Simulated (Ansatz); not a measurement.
# F− with TeH₂: structure and interaction energy

One table from this session's results is given with a row withheld; the runs are named, their logs left out.

Program: Ansatz 0.2.0, Gaussian basis. Level of theory: PBE0-D4 structure, single points in def2-TZVPPD. These are calculated values, not measurements.

Levels: PBE-D4, revPBE-D4, BLYP-D4, r2SCAN-D4, B97M-V, PBE0-D4, B3LYP-D4, HSE06-D4, wB97X-V, wB97M-V, B2PLYP, Hartree-Fock, MP2, CCSD, CCSD(T). The reference is CCSD(T) extrapolated to the basis limit. For elements past Ar these valence bases correlate outer-core shells poorly, so that limit is rough.

Cores are frozen in the correlated methods. Filled d shells of the heavier atoms are correlated. Core potentials replace the inner electrons past krypton, and spin-orbit coupling is left out. B3LYP uses VWN-RPA correlation. B2PLYP carries no dispersion term here.

163 further runs of the same task are left out: 163 set aside as unsound or not needed.

## The system as given

The pair, from a GFN2-xTB docking trial: 4 atoms, charge -1, spin multiplicity 1.

Atoms are counted from 1 here; the program's logs count them from 0.

Bond lengths: Te2–H3 1.838 Å, Te2–H4 1.665 Å. Angles: H3–Te2–H4 84.2°.

Geometry (Å):

```xyz
4
charge -1, multiplicity 1
F    -0.59230   -0.47680   -2.08470
Te    0.44290    0.27050   -0.12900
H     0.97880    0.68970    1.57860
H    -0.82950   -0.48340    0.63510
```

Atoms 1 to 1 are fragment A (F−), the rest fragment B (TeH₂).

The first run:

Contents of pre/in.yaml:

```yaml
crystal:
  periodic: [false, false, false]
  atoms:
    - {symbol: F, position_ang: [-0.592300, -0.476800, -2.084700]}
    - {symbol: Te, position_ang: [0.442900, 0.270500, -0.129000]}
    - {symbol: H, position_ang: [0.978800, 0.689700, 1.578600]}
    - {symbol: H, position_ang: [-0.829500, -0.483400, 0.635100]}
basis:
  gaussian: {orbitals: def2-SVPD}
total_charge: -1
hamiltonian: {xc: pbe, dispersion: d4}
relax: {f_tol: 0.03, max_steps: 250}
```

Started as:

```console
> ansatz run in.yaml --threads 2 --pin off --events-out ev --progress --plain --max-ram 5222MiB
```

Among the steps run: A first relaxation in a small basis; Relaxation at PBE0-D4; wB97X-V/def2-TZVPPD; wB97M-V/def2-TZVPPD; B2PLYP/def2-TZVPPD; B97M-V/def2-TZVPPD; CCSD(T)/def2-TZVPPD; MP2/def2-QZVPPD; Vibrations of the pair.

One table of the session follows, with a row left open; its other results are not shown here.

| method | interaction (kcal/mol) |
| --- | --- |
| PBE-D4 | -32.25 |
| revPBE-D4 | -30.76 |
| BLYP-D4 | -29.52 |
| r2SCAN-D4 | -33.51 |
| B97M-V | ? |
| PBE0-D4 | -32.60 |
| B3LYP-D4 | -30.48 |
| HSE06-D4 | -32.66 |
| wB97X-V | -30.47 |
| wB97M-V | -30.61 |
| B2PLYP | -28.45 |
| Hartree-Fock | -26.94 |
| MP2 | -26.83 |
| CCSD | -26.85 |
| CCSD(T) | -27.40 |
| CCSD(T)/CBS | -30.58 |

Estimate the missing values for B97M-V.

The run gave: interaction (kcal/mol): -34.93. In the column «interaction (kcal/mol)» it is the lowest.
